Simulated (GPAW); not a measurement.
Runs of GPAW 26.7.0 on TaN. Symmetry: Fm-3m, No. 225, cubic system. Conventional cell: a = 4.358 Å, b = 4.358 Å, c = 4.358 Å, α = 90.00°, β = 90.00°, γ = 90.00°. Ta (site symmetry m-3m) is surrounded by 6 N at 2.18 Å. Around N (site symmetry m-3m) lie 6 Ta at 2.18 Å. 

| task | level | potentials or basis | U | band path | band points | data set | pressure (GPa) | V0 of scaled cells (Å³/atom) | B0 (GPa) |
| --- | --- | --- | --- | --- | --- | --- | --- | --- | --- |
| band structure | PBEsol+U | PAW data sets generated in the run's folder for this functional, pw | Ta d U = 3 eV | GXWKGLUWLK,UX | 60 | - | 12.3 | - | - |
| equation of state | PBE | PAW data sets generated in the run's folder for this functional, pw | - | - | - | - | - | 10.78 | 331 |
| band structure | PBEsol+U | PAW data sets generated in the run's folder for this functional, pw | Ta d U = 1 eV | GXWKGLUWLK,UX | 60 | - | 6.6 | - | - |
| band structure | PBEsol+U | PAW data sets generated in the run's folder for this functional, pw | Ta d U = 8 eV | GXWKGLUWLK,UX | 60 | - | 29.7 | - | - |
| band structure | PBEsol+U | PAW data sets generated in the run's folder for this functional, pw | Ta d U = 6 eV | GXWKGLUWLK,UX | 60 | - | 22.2 | - | - |
| equation of state | PBE | JTH PAW 2.0, PBE, pw | - | - | - | N jth, Ta jth | - | 10.79 | 339 |
| band structure | PBEsol+U | PAW data sets generated in the run's folder for this functional, pw | Ta d U = 4 eV | GXWKGLUWLK,UX | 60 | - | (a) | - | - |
| equation of state | PBE | GPAW PAW data sets (gpaw-data 1.2.1), pw | - | - | - | - | - | 10.78 | 331 |
| band structure | PBEsol+U | PAW data sets generated in the run's folder for this functional, pw | Ta d U = 2 eV | GXWKGLUWLK,UX | 60 | - | 9.4 | - | - |
| band structure | PBEsol+U | PAW data sets generated in the run's folder for this functional, pw | Ta d U = 5 eV | GXWKGLUWLK,UX | 60 | - | (b) | - | - |
| band structure | PBEsol | PAW data sets generated in the run's folder for this functional, pw | - | GXWKGLUWLK,UX | 60 | - | 4.0 | - | - |

Alike in all rows: no spin polarisation; cell as given; k mesh 10 × 10 × 10; cutoff (eV) 800; smearing fermi-dirac 0.05 eV.

Question: Estimate the missing entries.

Answer: (a) 15.4; (b) 18.7.

Caveats: U without spin polarisation on a metal has little footing (some runs); a pressure of tens of GPa on the cell as given is suspect, and the run, the potentials or the cell itself is likely at fault (some runs); the program truncates these outside data sets (some runs).
